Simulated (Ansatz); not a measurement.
# CH₆GeOS: one species, many methods

Aim: compute CH₆GeOS with functionals from several rungs and with coupled cluster, and see how far each lands from CCSD(T) at the basis-set limit for the atomisation energy.

Computed with Ansatz 0.2.0, Gaussian basis. Level: functionals in def2-TZVPP, the program's frozen cores in correlated methods.

Levels to be run: LDA (SPW92), PBE-D4, revPBE-D4, BLYP-D4, r2SCAN-D4, B97M-V, PBE0-D4, B3LYP-D4, r2SCANh-D4, r2SCAN0-D4, HSE06-D4, BHLYP-D4, CAM-B3LYP-D4, LC-ωPBE, ωB97X-V, ωB97M-V, B2PLYP, PBE-QIDH; CCSD(T)/def2-SVP; CCSD(T)/def2-TZVPP; MP2/def2-QZVPP; extrapolation to the limit; RPA on PBE.

## 1. The geometry

An earlier PBE0-D4 in a triple-zeta def2 set relaxation fixed the geometry.

SMILES `C[O][GeH2][SH]`, 10 atoms, charge 0, spin multiplicity 1.

Atoms are counted from 1 here; the program's logs count them from 0.

Bond lengths: C1–O2 1.408 Å, C1–H5 1.098 Å, C1–H6 1.099 Å, C1–H7 1.092 Å, O2–Ge3 1.779 Å, Ge3–S4 2.202 Å, Ge3–H8 1.541 Å, Ge3–H9 1.538 Å, S4–H10 1.343 Å. Angles: O2–C1–H5 112.2°, O2–C1–H6 112.3°, O2–C1–H7 107.9°, H5–C1–H6 108.2°, H5–C1–H7 108.0°, H6–C1–H7 108.0°, C1–O2–Ge3 117.6°, O2–Ge3–S4 107.3°, O2–Ge3–H8 107.5°, O2–Ge3–H9 110.3°, S4–Ge3–H8 112.2°, S4–Ge3–H9 107.1°, H8–Ge3–H9 112.4°, Ge3–S4–H10 93.9°.

## 2. LDA

This LDA is Slater exchange with PW92 correlation.

Contents of in.yaml:

```yaml
crystal:
  periodic: [false, false, false]
  atoms:
    - {symbol: C, position_ang: [0.437999, 1.561279, 0.498633]}
    - {symbol: O, position_ang: [0.770571, 0.213056, 0.266961]}
    - {symbol: Ge, position_ang: [-0.403094, -0.782832, -0.624021]}
    - {symbol: S, position_ang: [0.327669, -2.859060, -0.570282]}
    - {symbol: H, position_ang: [0.394710, 2.143035, -0.431728]}
    - {symbol: H, position_ang: [-0.524539, 1.670760, 1.017097]}
    - {symbol: H, position_ang: [1.214449, 1.994954, 1.132809]}
    - {symbol: H, position_ang: [-1.768663, -0.626699, 0.073273]}
    - {symbol: H, position_ang: [-0.448543, -0.358073, -2.101686]}
    - {symbol: H, position_ang: [0.082541, -3.007518, 0.741945]}
basis:
  gaussian: {orbitals: def2-TZVPP}
hamiltonian: {xc: lda}
output: {orbitals: {seedname: orbitals}}
```

Further steps of the session: PBE-D4 (GGA); revPBE-D4 (GGA); BLYP-D4 (GGA); r2SCAN-D4 (meta-GGA); B97M-V (meta-GGA); PBE0-D4 (hybrid); B3LYP-D4 (hybrid); r2SCANh-D4 (hybrid); r2SCAN0-D4 (hybrid); HSE06-D4 (hybrid); BHLYP-D4 (hybrid); CAM-B3LYP-D4 (range-separated); LC-ωPBE-D4 (range-separated); ωB97X-V (range-separated); ωB97M-V (range-separated); B2PLYP (double hybrid); PBE-QIDH (double hybrid); CCSD(T) in def2-SVP; CCSD(T) in def2-TZVPP; MP2 in def2-QZVPP; RPA on PBE orbitals.

Before running them: what should the planned runs give, taken together? Wanted: atomisation energy, CCSD(T)/CBS; farthest beyond LDA; mean size of error, GGA; mean size of error, meta-GGA; mean size of error, hybrid; mean size of error, range-separated; mean size of error, double hybrid; gap, smallest and largest; T1 diagnostic.

The runs gave:

```
                               quantity                                                                                               value
        atomisation energy, CCSD(T)/CBS                                                                                      784.8 kcal/mol
functionals within 7.8 kcal/mol (1.0 %)  PBE-D4, r2SCAN-D4, B97M-V, PBE0-D4, B3LYP-D4, r2SCANh-D4, HSE06-D4, CAM-B3LYP-D4, ωB97X-V, ωB97M-V
                    farthest beyond LDA                                                                           BHLYP-D4 (-27.8 kcal/mol)
                mean size of error, GGA                                                                                        9.4 kcal/mol
           mean size of error, meta-GGA                                                                                        2.3 kcal/mol
             mean size of error, hybrid                                                                                       11.6 kcal/mol
    mean size of error, range-separated                                                                                        4.7 kcal/mol
      mean size of error, double hybrid                                                                                       12.1 kcal/mol
              gap, smallest and largest                                                           5.39 eV (LDA (SPW92)), 12.70 eV (LC-ωPBE)
                          T1 diagnostic                                                                                              0.0115
triples share of the correlation energy                                                                                               3.7 %
```

In words: The LDA atomisation energy is off by 112.0 kcal/mol (14 %): it overbinds. PBE-D4 is off by +5.2 kcal/mol. Double hybrids carry the basis error of their MP2 part in triple zeta, and no dispersion term here, so their miss is partly the set-up's. The rungs meta-GGA, range-separated miss on average by less than the doubt on the reference (7.8 kcal/mol), so they tie. The reference freezes the cores and leaves out relativity and excitations past (T), and its outer-core shells are covered unevenly, so misses under about 7.8 kcal/mol can't be ranked. Hartree-Fock recovers 71 % of the binding; the rest is correlation. CCSD(T) in def2-SVP is off by -51.8 kcal/mol, more than most functionals: a good method in a small basis is no reference. The gap grows from 5.4 to 12.7 eV across the functionals, mostly with the share of exact exchange. Correlated methods include outer-core shells of Ge, which these sets cover unevenly.
